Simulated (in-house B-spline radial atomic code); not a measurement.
# Sn²⁺: excited configurations, part 2 of 2

Wanted: excitation energies of Sn²⁺ as differences of total energies (ΔSCF).

Calculated with an in-house B-spline radial atomic code; Dirac-Coulomb Hartree-Fock. Wanted: excitation energies of Sn²⁺ as differences of total energies (ΔSCF). The steps go on from the part before.

## Step 6: [Kr] 4d9 5s2 7f1

Settings, as recorded:

```ini
Z = 50
electrons = 48.0
configuration = [Kr] 4d9 5s2 7f1
hamiltonian = dirac
method = hf
spin_polarised = False
nucleus = fermi
rms_radius = 4.6519
mass_number = 120
atomic_mass = 119.902202557
speed_of_light = 137.035999084
```

Result record:

```text
{
  "status": "converged",
  "scf [iteration, energy, orbital gradient]": [
    [1, -6166.03813764, 0.577],
    [2, -6171.54052102, 0.285],
    [3, -6173.48195887, 0.0739],
    [4, -6173.62741637, 0.024],
    [5, -6173.63746711, 0.00871],
    [6, -6173.63979038, 0.00104],
    [7, -6173.63981549, 0.000382],
    [8, -6173.63981853, 4.84e-05],
    [9, -6173.63981859, 2.72e-06],
    [10, -6173.63981859, 2.68e-07]
  ],
  "energy [hartree]": {"total": -6173.63981859, "kinetic": 6501.30400651, "nuclear": -14931.2948003, "coulomb": 2417.36891301, "exact_exchange": -161.017937767},
  "breit [hartree]": {"gaunt": 4.927091, "retardation": -0.5032113, "frequency_dependence": -0.04288412},
  "qed [hartree]": {"self_energy": 3.339854, "uehling": -0.4351028, "wichmann_kroll": 0.008989239},
  "recoil [hartree]": 0.0192343,
  "total_with_corrections [hartree]": -6166.32584872,
  "orbitals [hartree, bohr; first row names the columns]": [
    ["name", "occ", "eps", "<r>"],
    ["1s1/2", 2.0, -1080.6272, 0.029048],
    ["2s1/2", 2.0, -167.62545, 0.12492],
    ["2p1/2", 2.0, -156.19127, 0.1059],
    ["2p3/2", 4.0, -147.67813, 0.11123],
    ["3s1/2", 2.0, -34.859999, 0.33721],
    ["3p1/2", 2.0, -30.169949, 0.32866],
    ["3p3/2", 4.0, -28.56901, 0.33947],
    ["3d3/2", 4.0, -20.379486, 0.31171],
    ["3d5/2", 6.0, -20.05374, 0.31521],
    ["4s1/2", 2.0, -7.1273211, 0.81676],
    ["4p1/2", 2.0, -5.4667871, 0.86376],
    ["4p3/2", 4.0, -5.1719802, 0.89016],
    ["4d3/2", 3.6, -2.5444809, 1.0438],
    ["4d5/2", 5.4, -2.5012731, 1.0562],
    ["5s1/2", 2.0, -1.4363225, 2.1195],
    ["7f5/2", 0.42857, -0.096385949, 21.099],
    ["7f7/2", 0.57143, -0.096429322, 21.087]
  ],
  "sum_r [bohr^k]": {"-1": 298.6289, "1": 48.50621, "2": 538.9865},
  "energy_minus_base [hartree]": 1.75476749,
  "energy_minus_base_with_corrections [hartree]": 1.75566463
}
```

Wall time 3.8 s (1 thread, shared host).

## Step 7: Run with [Kr] 4d9 5s2 9f1

Settings: those of step 6 with these lines changed.

```diff
@@ -2,3 +2,3 @@
 electrons = 48.0
-configuration = [Kr] 4d9 5s2 7f1
+configuration = [Kr] 4d9 5s2 9f1
 hamiltonian = dirac
```

Result record:

```text
{
  "status": "converged",
  "scf [iteration, energy, orbital gradient]": [
    [1, -6165.99786305, 0.577],
    [2, -6171.50076315, 0.284],
    [3, -6173.44735346, 0.0737],
    [4, -6173.58904212, 0.0241],
    [5, -6173.59898706, 0.00875],
    [6, -6173.60129257, 0.00109],
    [7, -6173.60131803, 0.000382],
    [8, -6173.60132102, 4.8e-05],
    [9, -6173.60132108, 2.58e-06],
    [10, -6173.60132108, 2.57e-07]
  ],
  "energy [hartree]": {"total": -6173.60132108, "kinetic": 6501.26599271, "nuclear": -14929.8797231, "coulomb": 2416.02962052, "exact_exchange": -161.01721118},
  "breit [hartree]": {"gaunt": 4.927098, "retardation": -0.5032121, "frequency_dependence": -0.04288408},
  "qed [hartree]": {"self_energy": 3.339857, "uehling": -0.4351032, "wichmann_kroll": 0.008989247},
  "recoil [hartree]": 0.01923418,
  "total_with_corrections [hartree]": -6166.28734259,
  "orbitals [hartree, bohr; first row names the columns]": [
    ["name", "occ", "eps", "<r>"],
    ["1s1/2", 2.0, -1080.6555, 0.029048],
    ["2s1/2", 2.0, -167.65385, 0.12492],
    ["2p1/2", 2.0, -156.21965, 0.1059],
    ["2p3/2", 4.0, -147.70652, 0.11123],
    ["3s1/2", 2.0, -34.888523, 0.33721],
    ["3p1/2", 2.0, -30.198459, 0.32866],
    ["3p3/2", 4.0, -28.597526, 0.33947],
    ["3d3/2", 4.0, -20.407984, 0.31171],
    ["3d5/2", 6.0, -20.08224, 0.31521],
    ["4s1/2", 2.0, -7.1559934, 0.81675],
    ["4p1/2", 2.0, -5.4954281, 0.86375],
    ["4p3/2", 4.0, -5.2006191, 0.89015],
    ["4d3/2", 3.6, -2.573027, 1.0437],
    ["4d5/2", 5.4, -2.5298151, 1.0561],
    ["5s1/2", 2.0, -1.4641132, 2.1181],
    ["9f5/2", 0.42857, -0.057892369, 36.663],
    ["9f7/2", 0.57143, -0.057913718, 36.648]
  ],
  "sum_r [bohr^k]": {"-1": 298.6006, "1": 64.0645, "2": 1548.687},
  "energy_minus_base [hartree]": 1.793265,
  "energy_minus_base_with_corrections [hartree]": 1.79417076
}
```

Run time: 6.2 s. Hardware: 1 thread, shared host.

## Step 8: Run with [Kr] 4d10 5s1 9g1

Settings: those of step 7 with these lines changed.

```diff
@@ -2,3 +2,3 @@
 electrons = 48.0
-configuration = [Kr] 4d9 5s2 9f1
+configuration = [Kr] 4d10 5s1 9g1
 hamiltonian = dirac
```

Result record:

```text
{
  "status": "converged",
  "scf [iteration, energy, orbital gradient]": [
    [1, -6167.46216492, 0.578],
    [2, -6172.15235566, 0.307],
    [3, -6174.26074483, 0.0722],
    [4, -6174.39185744, 0.02],
    [5, -6174.39899101, 0.00902],
    [6, -6174.40104472, 0.000803],
    [7, -6174.40105424, 0.000184],
    [8, -6174.40105501, 2.74e-05],
    [9, -6174.40105502, 1.13e-06],
    [10, -6174.40105502, 2.5e-08]
  ],
  "energy [hartree]": {"total": -6174.40105502, "kinetic": 6501.86218946, "nuclear": -14942.7501194, "coulomb": 2428.2112446, "exact_exchange": -161.724369695},
  "breit [hartree]": {"gaunt": 4.926188, "retardation": -0.5031483, "frequency_dependence": -0.04287398},
  "qed [hartree]": {"self_energy": 3.338562, "uehling": -0.4349522, "wichmann_kroll": 0.008986155},
  "recoil [hartree]": 0.01922674,
  "total_with_corrections [hartree]": -6167.08906688,
  "orbitals [hartree, bohr; first row names the columns]": [
    ["name", "occ", "eps", "<r>"],
    ["1s1/2", 2.0, -1080.3787, 0.029048],
    ["2s1/2", 2.0, -167.3606, 0.12492],
    ["2p1/2", 2.0, -155.92999, 0.10591],
    ["2p3/2", 4.0, -147.41642, 0.11124],
    ["3s1/2", 2.0, -34.603602, 0.33731],
    ["3p1/2", 2.0, -29.916733, 0.32873],
    ["3p3/2", 4.0, -28.316285, 0.33955],
    ["3d3/2", 4.0, -20.129189, 0.31146],
    ["3d5/2", 6.0, -19.803421, 0.31495],
    ["4s1/2", 2.0, -6.919901, 0.82269],
    ["4p1/2", 2.0, -5.2853743, 0.87023],
    ["4p3/2", 4.0, -4.9947774, 0.89721],
    ["4d3/2", 4.0, -2.3662668, 1.0667],
    ["4d5/2", 6.0, -2.3241282, 1.0801],
    ["5s1/2", 1.0, -1.411759, 2.1771],
    ["9g7/2", 0.44444, -0.055602409, 37.124],
    ["9g9/2", 0.55556, -0.055602547, 37.123]
  ],
  "sum_r [bohr^k]": {"-1": 298.858, "1": 63.81319, "2": 1581.868},
  "energy_minus_base [hartree]": 0.993531059,
  "energy_minus_base_with_corrections [hartree]": 0.992446471
}
```

It took 6.2 s on 1 thread, shared host.

## Step 9: [Ar] 3d9 4s2 4p6 4d10 4f1 5s2

Settings: those of step 8 with these lines changed.

```diff
@@ -2,3 +2,3 @@
 electrons = 48.0
-configuration = [Kr] 4d10 5s1 9g1
+configuration = [Ar] 3d9 4s2 4p6 4d10 4f1 5s2
 hamiltonian = dirac
```

Result record:

```text
{
  "status": "converged",
  "scf [iteration, energy, orbital gradient]": [
    [1, -6145.74101839, 0.579],
    [2, -6151.40683394, 0.48],
    [3, -6156.51119071, 0.068],
    [4, -6156.71706949, 0.0152],
    [5, -6156.72740339, 0.00455],
    [6, -6156.72814453, 0.00105],
    [7, -6156.72817916, 0.000288],
    [8, -6156.72818101, 1.44e-05],
    [9, -6156.72818101, 1.64e-06],
    [10, -6156.72818101, 1.94e-07]
  ],
  "energy [hartree]": {"total": -6156.72818101, "kinetic": 6484.84973622, "nuclear": -14873.5570845, "coulomb": 2390.44739393, "exact_exchange": -158.468226698},
  "breit [hartree]": {"gaunt": 4.915794, "retardation": -0.5022689, "frequency_dependence": -0.04301514},
  "qed [hartree]": {"self_energy": 3.341947, "uehling": -0.4353242, "wichmann_kroll": 0.008993825},
  "recoil [hartree]": 0.01924695,
  "total_with_corrections [hartree]": -6149.4228075,
  "orbitals [hartree, bohr; first row names the columns]": [
    ["name", "occ", "eps", "<r>"],
    ["1s1/2", 2.0, -1081.8259, 0.029049],
    ["2s1/2", 2.0, -168.83459, 0.12486],
    ["2p1/2", 2.0, -157.40532, 0.10585],
    ["2p3/2", 4.0, -148.88878, 0.11117],
    ["3s1/2", 2.0, -35.549441, 0.33519],
    ["3p1/2", 2.0, -30.855037, 0.32628],
    ["3p3/2", 4.0, -29.228627, 0.33691],
    ["3d3/2", 3.6, -21.212456, 0.31075],
    ["3d5/2", 5.4, -20.879702, 0.31419],
    ["4s1/2", 2.0, -7.2017684, 0.80481],
    ["4p1/2", 2.0, -5.5318888, 0.84825],
    ["4p3/2", 4.0, -5.2232697, 0.87404],
    ["4d3/2", 4.0, -2.5226297, 1.0109],
    ["4d5/2", 6.0, -2.4756265, 1.023],
    ["4f5/2", 0.42857, -0.2931038, 5.4354],
    ["4f7/2", 0.57143, -0.29322165, 5.4299],
    ["5s1/2", 2.0, -1.3128792, 2.1051]
  ],
  "sum_r [bohr^k]": {"-1": 297.4742, "1": 33.0763, "2": 64.46618},
  "energy_minus_base [hartree]": 18.6664051,
  "energy_minus_base_with_corrections [hartree]": 18.6587058
}
```

Run time: 1.8 s. Hardware: 1 thread, shared host.

## Step 10: The excitation energies

This closing draws on all 2 parts.

| net move | configuration | energy above the reference (eV) | with Breit, QED, recoil (eV) | largest <r> (bohr) |
| --- | --- | --- | --- | --- |
| 5s → 9g | [Kr] 4d10 5s1 9g1 | 27.035 | 27.006 | 37.1 |
| 4d → 8d | [Kr] 4d9 5s2 8d1 | 47.161 | 47.185 | 18.2 |
| 4d → 7f | [Kr] 4d9 5s2 7f1 | 47.750 | 47.774 | 21.1 |
| 4d → 8g | [Kr] 4d9 5s2 8g1 | 48.457 | 48.482 | 28.6 |
| 4d → 9f | [Kr] 4d9 5s2 9f1 | 48.797 | 48.822 | 36.7 |
| 4p → 8p | [Ar] 3d10 4s2 4p5 4d10 5s2 8p1 | 120.06 | 119.93 | 14.7 |
| 4p → 9p | [Ar] 3d10 4s2 4p5 4d10 5s2 9p1 | 121.24 | 121.11 | 20.7 |
| 3d → 4f | [Ar] 3d9 4s2 4p6 4d10 4f1 5s2 | 507.94 | 507.73 | 5.44 |

Quantum defects of the promoted electron, δ = n − ζ/√(−2ε) with ζ = 3 and ε its orbital energy in hartree:

| promotion | δ |
| --- | --- |
| 5s → 9g | 0.004 |
| 4d → 8d | 1.826 |
| 4d → 7f | 0.168 |
| 4d → 8g | 0.005 |
| 4d → 9f | 0.184 |
| 4p → 8p | 2.543 |
| 4p → 9p | 2.536 |

At the bottom stands 5s → 9g (27.035 eV), at the top 3d → 4f (507.94 eV). 7 of them lie more than 2 % above the ionisation threshold that Koopmans' theorem gives (28.791 eV), where such states can decay by emitting an electron. Of those tabulated, the defect is largest for 8p (2.54) and least for 9g (0.00): low angular momentum penetrates the core, high angular momentum stays outside it. Two partly filled shells share a symmetry and can mix in the average, which may lower the energy, for: 4d → 8d; 4p → 8p; 4p → 9p. These are averages over configurations, without correlation, not spectroscopic levels.
